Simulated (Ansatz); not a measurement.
# NiS2 (Vaesite): the cost of one run

Program: Ansatz 0.2.0 through its Python package. Level of theory: DFT PBEsol, plane waves, PAW. These are calculated values, not measurements.

## Step 1: The structure

The structure is cubic, space group Pa-3 (No. 205). Conventional cell: a = 5.687 Å, b = 5.687 Å, c = 5.687 Å, α = 90.00°, β = 90.00°, γ = 90.00°. Ni (site symmetry -3) has 6 S at 2.40 Å as nearest neighbours. Around S (site symmetry 3) lie 1 S at 2.06 Å and 3 Ni at 2.40 Å.

No structure file is read: the coordinates are typed or built in the script.

## Step 2: The script

Input file vcrelax_nis2.py:

```python
'''Cell relaxation of NiS2.'''

from dataclasses import dataclass

import ansatz as az
from ase import Atoms
from ase.io import write
import numpy as np
from pymatgen.core import Structure
from scipy.ndimage import map_coordinates


@dataclass
class Settings:
    smearing: str = 'fermi_dirac'
    sigma: float = 0.02
    kspacing: float = 0.25
    beta: float = 0.1
    cutoff: int = 260
    fmax: float = 0.05


opts = Settings()

def edges_and_angles(cell):
    cell = np.asarray(cell)
    a, b, c = np.linalg.norm(cell, axis=1)
    cosines = cell[1] @ cell[2] / (b * c), cell[0] @ cell[2] / (a * c), cell[0] @ cell[1] / (a * b)
    return (a, b, c, *np.degrees(np.arccos(cosines)))

vectors = np.array([
    [5.6873, 0.0, 0.0],
    [0.0, 5.6873, 0.0],
    [0.0, 0.0, 5.6873],
])
cell = (
    az.Lattice.of(vectors)
    .atom('Ni', [0.0, 0.0, 0.0])
    .atom('Ni', [0.5, 0.0, 0.5])
    .atom('Ni', [0.5, 0.5, 0.0])
    .atom('Ni', [0.0, 0.5, 0.5])
    .atom('S', [0.3955, 0.3955, 0.3955])
    .atom('S', [0.1045, 0.6045, 0.8955])
    .atom('S', [0.8955, 0.1045, 0.6045])
    .atom('S', [0.6045, 0.8955, 0.1045])
    .atom('S', [0.6045, 0.6045, 0.6045])
    .atom('S', [0.8955, 0.3955, 0.1045])
    .atom('S', [0.1045, 0.8955, 0.3955])
    .atom('S', [0.3955, 0.1045, 0.8955])
    .moments(Ni=1.5)
)

# a pressure is positive in compression
job = cell.calculation()
job = job.spin('collinear')
job = job.occupations(opts.smearing, width=opts.sigma)
job = job.kpoints(spacing=opts.kspacing)
job = job.mixing('anderson', beta=opts.beta)
job = job.functional(az.Functional.PBESOL)
job = job.basis(opts.cutoff, xc_grid=3).relax(force_tolerance=opts.fmax, max_steps=40, pressure=20)
job = job.density()
steps = []


def collect(event):
    if event['event'] == 'relax_step':
        steps.append(event['data'])


outcome = job.session().plan().execute(on_event=collect)
summary = outcome.report
print('step   energy (eV)     max comp. (eV/A)   P (GPa)  SCF')
for s in steps:
    print(f'{s["step"]:4d} {s["lagrangian_ev"]:15.5f} {s["allowed_force_max_ev_ang"]:12.4f} {s["pressure_gpa"]:10.3f} {s["n_scf"]:5d}')

first, last = steps[0], steps[-1]
symbols = [site.symbol for site in outcome.lattice.sites]
print(f'energy gained {first["lagrangian_ev"] - last["lagrangian_ev"]:.4f} eV in {len(steps) - 1} steps')
for label, vectors in (('before', first['cell_ang']), ('after', outcome.lattice.cell_ang)):
    print(label, 'a b c (A) {:.4f} {:.4f} {:.4f}  angles {:.2f} {:.2f} {:.2f}'.format(*edges_and_angles(vectors)), f' V = {abs(np.linalg.det(vectors)):.3f} A^3')
print('final stress xx yy zz (GPa, compression positive):', np.round(np.diag(summary['stress_gpa']), 3) + 0.0)

change = np.array(last['positions_ang']) @ np.linalg.inv(last['cell_ang']) - np.array(first['positions_ang']) @ np.linalg.inv(first['cell_ang'])
moved = np.linalg.norm(change @ np.array(last['cell_ang']), axis=1)
print('displacement within the cell, strain taken out (A):', ' '.join(f'{s}:{d:.3f}' for s, d in zip(symbols, moved)))

print('atom   start x y z (A)              end x y z (A)')
for symbol, a, b in zip(symbols, first['positions_ang'], last['positions_ang']):
    print(f'{symbol:3s}', ' '.join(f'{v:8.4f}' for v in a), '  ', ' '.join(f'{v:8.4f}' for v in b))

print('relaxed fractional positions')
for site in outcome.lattice.sites:
    print(f'  {site.symbol:2s}', ' '.join(f'{v % 1:8.5f}' for v in np.round(site.position_frac, 5)))

relaxed = Atoms(symbols, positions=[site.position_ang for site in outcome.lattice.sites], cell=outcome.lattice.cell_ang, pbc=True)
write('relaxed.extxyz', relaxed, format='extxyz')

print(f'free energy      {summary["free_energy_ev"]:.5f} eV')
print(f'per atom         {summary["free_energy_ev"] / len(outcome.lattice.sites):.5f} eV')
print(f'SCF iterations   {summary["n_iterations"]}  (converged: {summary["converged"]})')

final = Structure(outcome.lattice.cell_ang, [s.symbol for s in outcome.lattice.sites], [s.position_frac for s in outcome.lattice.sites])
# the grid holds the pseudo-density, which differs from the true one inside the cores
rho = outcome.density()
total = sum(channel.density_e_per_ang3 for channel in rho.channels[:2])
grid_cell = np.asarray(rho.fft_grid_basis) @ outcome.lattice.cell_ang
partner = min(final.get_neighbors(final[0], 5.0), key=lambda n: n.nn_distance)
line = np.linspace(final[0].coords, partner.coords, 13)
points = (line @ np.linalg.inv(grid_cell)) * rho.dims
values = map_coordinates(total, points.T, order=3, mode='grid-wrap')
print(f'from {final[0].specie} to {partner.specie}, {partner.nn_distance:.3f} A')
for t, value in zip(np.linspace(0, partner.nn_distance, 13), values):
    print(f'{t:7.3f} A  {value:9.4f} e/A^3')
```

## Step 3: The run

The run is started by

```bash
$ python vcrelax_nis2.py
```

What time and memory should one allow on 1 thread of Arm Neoverse V1, shared host?

About 8 min, with a peak of 0.61 GiB.
